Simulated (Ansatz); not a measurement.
# SiBrCl3 (bromotrichlorosilane) at 3 levels

Aim: a comparison of 3 runs (BHLYP/cc-pVDZ, CAM-B3LYP/cc-pVDZ, wB97X/cc-pVDZ) of SiBrCl3 (bromotrichlorosilane). 

The calculation is run with Ansatz 0.2.0.

55 further runs of the same task are left out: 12 that didn't finish, 43 set aside as unsound or not needed.

## Step 1: The molecule

SiBrCl3 has 5 atoms, charge 0, and is taken as a singlet. SMILES: `Cl[Si](Cl)(Cl)Br`. The Si2–Cl3 distance was set to 4.451 Å, away from the relaxed value. At this shape a bond of the SMILES string is far longer than usual.

Bond lengths: Cl1–Si2 2.023 Å, Si2–Cl4 2.023 Å, Si2–Br5 2.188 Å. Angles: Cl1–Si2–Cl4 109.3°, Cl1–Si2–Br5 109.7°, Cl4–Si2–Br5 109.7°.

## Step 2: A single-point energy at BHLYP/cc-pVDZ (run 1)

in.yaml

```yaml
crystal:
  periodic: [false, false, false]
  atoms:
    - {symbol: Cl, position_ang: [-2.877418, 1.121018, 1.888800]}
    - {symbol: Si, position_ang: [-2.021118, 1.296118, 0.064000]}
    - {symbol: Cl, position_ang: [1.690500, -1.158200, -0.059200]}
    - {symbol: Cl, position_ang: [-3.310218, 0.629018, -1.345600]}
    - {symbol: Br, position_ang: [-1.530118, 3.393118, -0.320700]}
basis:
  gaussian:
    orbitals: cc-pVDZ
hamiltonian:
  xc: {name: BHLYP}
accuracy: high
output:
  orbitals: {seedname: orbitals}
```

Run with:

```
$ ansatz run in.yaml --threads 1 --pin off --max-ram 3480MiB --events-out events.jsonl --progress --plain --runs-dir runs
```

Standard output:

```text
Warning: RAYON_NUM_THREADS=1 ignored (pool sized by the plan → 1); use --threads N
Functional definition: BHLYP
  name "BHLYP"
  parameter a = 0.5
  exchange = (1 - a)*b88_x + a*exact_x
  correlation = lyp_c
2069 factors; integrals over basis functions are off by at most 4.6e-9 eV
mean field evaluation 1: about -115486.4370 eV, gradient 3.1e1 eV
mean field evaluation 2: about -115267.9960 eV, gradient 1.4e2 eV
mean field evaluation 4: about -115481.5384 eV, gradient 3.9e1 eV
mean field evaluation 8: about -115490.9364 eV, gradient 4.0e-1 eV
mean field evaluation 16: about -115491.2082 eV, gradient 3.7e-3 eV
mean field evaluation 32: about -115491.2082 eV, gradient 1.5e-7 eV
mean field -115491.20818776 eV, -4244.2236181476 hartree, gradient 3.3e-8 eV, S^2 0.000000; 2 other end points of the search recorded, 0 dependent functions left out
reference -115491.20821995 eV, -4244.2236193306 hartree; 50, 50 occupied and 49, 49 virtual orbitals, 2069 factors
Total energy: -115491.20821995 eV, -4244.2236193306 hartree
```

It took 24 s on 1 thread of Arm Neoverse V2, shared host; peak memory 0.44 GiB.

## Step 3: A single-point energy at CAM-B3LYP/cc-pVDZ (run 2)

job.yaml

```yaml
crystal:
  periodic: [false, false, false]
  atoms:
    - {symbol: Cl, position_ang: [-2.877418, 1.121018, 1.888800]}
    - {symbol: Si, position_ang: [-2.021118, 1.296118, 0.064000]}
    - {symbol: Cl, position_ang: [1.690500, -1.158200, -0.059200]}
    - {symbol: Cl, position_ang: [-3.310218, 0.629018, -1.345600]}
    - {symbol: Br, position_ang: [-1.530118, 3.393118, -0.320700]}
basis:
  gaussian: {orbitals: cc-pVDZ}
output: {orbitals: {seedname: orbitals}}
hamiltonian: {xc: {name: CAM-B3LYP}}
accuracy: high
```

Run with:

```
$ ansatz run job.yaml --threads 1 --pin off --max-ram 3480MiB --events-out events.jsonl --progress --plain --runs-dir runs
```

Standard output, shortened:

```text
Warning: RAYON_NUM_THREADS=1 ignored (pool sized by the plan → 1); use --threads N
Functional definition: CAM-B3LYP
  name "CAM-B3LYP"
[...]
2069 factors; integrals over basis functions are off by at most 4.6e-9 eV
456 factors; integrals over basis functions are off by at most 1.9e-9 eV
[...]
mean field -115495.92174773 eV, -4244.3968382814 hartree, gradient 6.9e-8 eV, S^2 0.000000; 4 other end points of the search recorded, 0 dependent functions left out
reference -115495.92177055 eV, -4244.3968391204 hartree; 50, 50 occupied and 49, 49 virtual orbitals, 2069 factors
Total energy: -115495.92177055 eV, -4244.3968391204 hartree
```

Wall time 26 s (1 thread of Arm Neoverse V2, shared host); peak memory 0.52 GiB.

## Step 4: A single-point energy at wB97X/cc-pVDZ (run 3)

in.yaml: that of step 2 with these lines changed.

```diff
@@ -12,5 +12,4 @@
 hamiltonian:
-  xc: {name: BHLYP}
+  xc: {name: wB97X}
 accuracy: high
-output:
-  orbitals: {seedname: orbitals}
+output: {orbitals: {seedname: orbitals}}
```

Run with:

```
$ ansatz run in.yaml --threads 1 --pin off --max-ram 3480MiB --events-out events.jsonl --progress --plain --runs-dir runs
```

Standard output, shortened:

```text
Warning: RAYON_NUM_THREADS=1 ignored (pool sized by the plan → 1); use --threads N
Functional definition: wB97X
  name "wB97X"
[...]
      + exact_x_lr(omega)
[...]
      + integral(e_c_pw_opposite_spin*poly(b97_u_opposite, 1, cos1, cos2, cos3, cos4))
2069 factors; integrals over basis functions are off by at most 4.6e-9 eV
416 factors; integrals over basis functions are off by at most 1.8e-9 eV
[...]
mean field -115491.44606826 eV, -4244.2323600947 hartree, gradient 4.1e-8 eV, S^2 0.000000; 4 other end points of the search recorded, 0 dependent functions left out
reference -115491.44606547 eV, -4244.2323599924 hartree; 50, 50 occupied and 49, 49 virtual orbitals, 2069 factors
Total energy: -115491.44606547 eV, -4244.2323599924 hartree
```

It took 82 s on 1 thread of Arm Neoverse V2, shared host; peak memory 0.72 GiB.

## Step 5: All runs side by side

```tsv
run	level	energy (Eh)	HOMO energy (eV)	LUMO energy (eV)	HOMO–LUMO gap (eV)	wall time
1	BHLYP/cc-pVDZ	-4244.223619	-7.71	-5.40	2.32	24 s
2	CAM-B3LYP/cc-pVDZ	-4244.396839	-7.96	-5.16	2.81	26 s
3	wB97X/cc-pVDZ	-4244.232360	-8.65	-4.52	4.13	82 s
```

## Step 6: Results

```
            quantity           value
 run 3: total energy  -4244.23236 Eh
  run 3: HOMO energy        -8.65 eV
  run 3: LUMO energy        -4.52 eV
run 3: HOMO–LUMO gap         4.13 eV
```

**Reading.** The HOMO–LUMO gap runs from 2.32 eV (BHLYP/cc-pVDZ) to 4.13 eV (wB97X/cc-pVDZ). Totals of different functionals can't be ranked against each other. In runs 1, 2, 3 a closed-shell determinant meets a far-stretched bond, which it describes badly. All runs together took 2.2 min, the longest 82 s.
